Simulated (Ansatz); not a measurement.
# Cl3HO2W: a ladder of functionals and wavefunction methods

The task here is to estimate one member of a computed series from the others.

Program: Ansatz 0.2.0, Gaussian basis. Level of theory: functionals in def2-TZVPP, the program's frozen cores in correlated methods. These are calculated values, not measurements.

The runs, in order: LDA (SPW92), PBE-D4, revPBE-D4, BLYP-D4, r2SCAN-D4, B97M-V, PBE0-D4, B3LYP-D4, r2SCANh-D4, r2SCAN0-D4, HSE06-D4, BHLYP-D4, CAM-B3LYP-D4, LC-ωPBE, ωB97X-V, ωB97M-V, B2PLYP, PBE-QIDH; CCSD(T)/def2-SVP; CCSD(T)/def2-TZVPP; MP2/def2-QZVPP; extrapolation to the limit; RPA on PBE.

### The geometry

All runs share one geometry, relaxed beforehand with PBE0-D4 in a triple-zeta def2 set. W takes the def2 core potential; no spin-orbit term is included.

7 atoms, charge 0, spin multiplicity 1.

Atoms are counted from 1 here; the program's logs count them from 0.

Bond lengths: O1–W2 1.671 Å, W2–O3 1.866 Å, W2–Cl4 2.303 Å, W2–Cl5 2.297 Å, W2–Cl6 2.303 Å, O3–H7 0.961 Å. Angles: O1–W2–O3 100.6°, O1–W2–Cl4 108.1°, O1–W2–Cl5 101.4°, O1–W2–Cl6 108.2°, O3–W2–Cl4 87.3°, O3–W2–Cl5 158.0°, O3–W2–Cl6 87.2°, Cl4–W2–Cl5 85.9°, Cl4–W2–Cl6 143.7°, Cl5–W2–Cl6 85.9°, W2–O3–H7 130.1°.

The first run:

File in.yaml:

```yaml
crystal:
  periodic: [false, false, false]
  atoms:
    - {symbol: O, position_ang: [-1.884101, -0.145167, 0.385289]}
    - {symbol: W, position_ang: [-0.313098, 0.104904, -0.127214]}
    - {symbol: O, position_ang: [0.623357, -0.906254, 1.131455]}
    - {symbol: Cl, position_ang: [0.206845, -1.527338, -1.665785]}
    - {symbol: Cl, position_ang: [-0.640389, 1.478856, -1.938243]}
    - {symbol: Cl, position_ang: [0.500169, 1.978133, 0.937745]}
    - {symbol: H, position_ang: [1.568417, -1.051035, 1.231055]}
basis:
  gaussian: {orbitals: def2-TZVPP}
hamiltonian: {xc: lda}
output: {orbitals: {seedname: orbitals}}
```

Launch:

```sh
$ ansatz run in.yaml --threads 4 --pin off --events-out ev --progress --plain --max-ram 11315MiB
```

Among the steps run: LDA; PBE-D4 (GGA); revPBE-D4 (GGA); BLYP-D4 (GGA); r2SCAN-D4 (meta-GGA); B97M-V (meta-GGA); B3LYP-D4 (hybrid); r2SCANh-D4 (hybrid); r2SCAN0-D4 (hybrid); HSE06-D4 (hybrid); BHLYP-D4 (hybrid); CAM-B3LYP-D4 (range-separated); LC-ωPBE (range-separated); ωB97X-V (range-separated); ωB97M-V (range-separated); B2PLYP (double hybrid); PBE-QIDH (double hybrid).

One table of the session follows, with a row left open; its other results are not shown here.

It belongs to the step «Frontier levels by functional». 

```
  functional  HOMO (eV)  LUMO (eV)  gap (eV)
 LDA (SPW92)      -7.57      -5.00      2.57
      PBE-D4      -7.40      -4.77      2.63
   revPBE-D4      -7.34      -4.68      2.66
     BLYP-D4      -7.23      -4.65      2.59
   r2SCAN-D4      -7.77      -4.81      2.96
      B97M-V      -7.85      -4.77      3.08
     PBE0-D4      -8.79      -4.15      4.64
    B3LYP-D4      -8.51      -4.33      4.18
  r2SCANh-D4      -8.28      -4.56      3.72
  r2SCAN0-D4          ?          ?         ?
    HSE06-D4      -8.39      -4.53      3.87
    BHLYP-D4     -10.04      -3.32      6.72
CAM-B3LYP-D4     -10.13      -3.13      7.00
     LC-ωPBE     -11.53      -2.05      9.48
     ωB97X-V     -11.15      -2.10      9.05
     ωB97M-V     -10.99      -2.10      8.89
```

Q: Estimate the row for r2SCAN0-D4 from the others.

Worked estimate for «HOMO (eV)». Against the share of exact exchange, r2SCAN-D4 (0, -7.77), r2SCANh-D4 (0.1, -8.28) give a slope of -5.10 per unit share; at 0.25 the line stands at -9.04.

The run gave: HOMO (eV): -9.04; LUMO (eV): -4.16; gap (eV): 4.88. In «HOMO (eV)» the line misses by 0.00.
